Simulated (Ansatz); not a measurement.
# Gd (dhcp type): the cost of one run

Computed with Ansatz 0.2.0 (DFT, PBE, PAW with Ansatz's default frozen-core files, scalar-relativistic, unless a step's input says otherwise).

3 further runs of the same task are left out: 1 for a known fault of the program, 2 that didn't finish.

## (1) The system as given

The structure is hexagonal, space group P6_3/mmc (No. 194). Conventional cell: a = 3.603 Å, b = 3.603 Å, c = 11.710 Å, α = 90.00°, β = 90.00°, γ = 120.00°. Gd (site symmetry -3m) is surrounded by 12 Gd at 3.59 to 3.60 Å. Around Gd (site symmetry -6m2) lie 12 Gd at 3.59 to 3.60 Å.

Coordinates:

```cif
data_structure
_symmetry_space_group_name_H-M 'P6_3/mmc'
_symmetry_Int_Tables_number 194
_cell_length_a 3.6032
_cell_length_b 3.6032
_cell_length_c 11.7103
_cell_angle_alpha 90.000
_cell_angle_beta 90.000
_cell_angle_gamma 120.000
_cell_volume 131.66
loop_
_atom_site_label
_atom_site_type_symbol
_atom_site_symmetry_multiplicity
_atom_site_Wyckoff_symbol
_atom_site_fract_x
_atom_site_fract_y
_atom_site_fract_z
_atom_site_occupancy
Gd1 Gd 2 a 0.00000 0.00000 0.00000 1
Gd2 Gd 2 c 0.33333 0.66667 0.25000 1
```

The file gives the conventional cell by its symmetry; the runs use the cell typed in the input.

Whether this phase is the stable one at these pressures isn't tested.

Atoms are numbered in the order of the input: Gd1, Gd2, Gd3, Gd4.

## (2) Cell relaxed at zero pressure, PAW

File input.yaml:

```yaml
crystal:
  lattice:
    - [3.6031666636, 0.0, 0.0]
    - [-1.8015833318, 3.1204338647, 0.0]
    - [0.0, 0.0, 11.7102916566]
  atoms:
    - { symbol: Gd, position: [0.0, 0.0, 0.0], spin: 7.0 }
    - { symbol: Gd, position: [0.0, 0.0, 0.5], spin: 7.0 }
    - { symbol: Gd, position: [0.3333333333, 0.6666666667, 0.25], spin: 7.0 }
    - { symbol: Gd, position: [0.6666666667, 0.3333333333, 0.75], spin: 7.0 }
magnetization:
  spin_polarized: true
kpoints:
  mp_grid: { grid: [10, 10, 3] }
scf:
  occupations: { method: fermi_dirac, width: 0.1 }
hamiltonian:
  xc: pbe
  pseudopotentials: { kind: paw }
output:
  forces: true
  stress: true
  write_density: true
  write_potential: true
  elf: true
  volumetric_format: npy
relax:
  f_tol: 0.005
  max_steps: 40
  cell: {}
```

Run with:

```sh
ansatz run input.yaml --threads 2 --pin off --max-ram 6144MiB --backend cpu --events-out ev --progress --plain --runs-dir out
```

Q: Estimate wall time and peak memory on 2 threads of Intel Xeon 6975P-C (Granite Rapids), shared host.

About 34 s, with a peak of 0.68 GiB.
